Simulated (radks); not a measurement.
# Zr⁴⁺ in [Ar] 3d10 4s1 4p6 5p1: an all-electron calculation

Aim: the levels, the sizes of the orbitals and the parts of the energy of the zirconium ion Zr4+.

The numbers are computed with radks (a radial shooting solver on a logarithmic mesh, Libxc functionals) version 1 (scalar-relativistic Kohn-Sham, PBEsol, spin-polarised, spherical densities, point nucleus; open shells are filled with parallel spins first), except any that are marked as measured or tabulated.

## (1) The system

* element: zirconium (Z = 40)
* charge: +4
* electrons: 36
* configuration: [Ar] 3d10 4s1 4p6 5p1

The outer shells:

Zr⁴⁺
```
[Ar] core
3d [↑↓][↑↓][↑↓][↑↓][↑↓]
4s [↑ ]
4p [↑↓][↑↓][↑↓]
5p [↑ ][  ][  ]
```

## (2) Self-consistent calculation

The run's settings:

```text
Z 40
configuration [Ar] 3d10 4s1 4p6 5p1
relativity scalar-relativistic
functional pbe_sol,pbe_sol
spin polarised
nucleus point
c 137.035999084
```

What does the calculation give?

The runs gave:

```
                        quantity                   value
                    total energy     -3591.08164 hartree
exchange-correlation share of it                  3.07 %
                            −T/E                  1.0282
          highest occupied level       5p up, -30.747 eV
    most extended occupied level  5p up, <r> = 2.94 bohr
 radius at density 0.001 e/bohr³               3.98 bohr
    maxima of the radial density                       3
```

The radial density shows 3 maxima for 5 occupied principal shells; where shells overlap, one shows as a shoulder or not at all. −T/E is 1.028: with relativity the kinetic term as defined here no longer equals −E. This is not the tabulated ground configuration, so its levels and sizes aren't those of the ground state, and no measured value stands beside it.
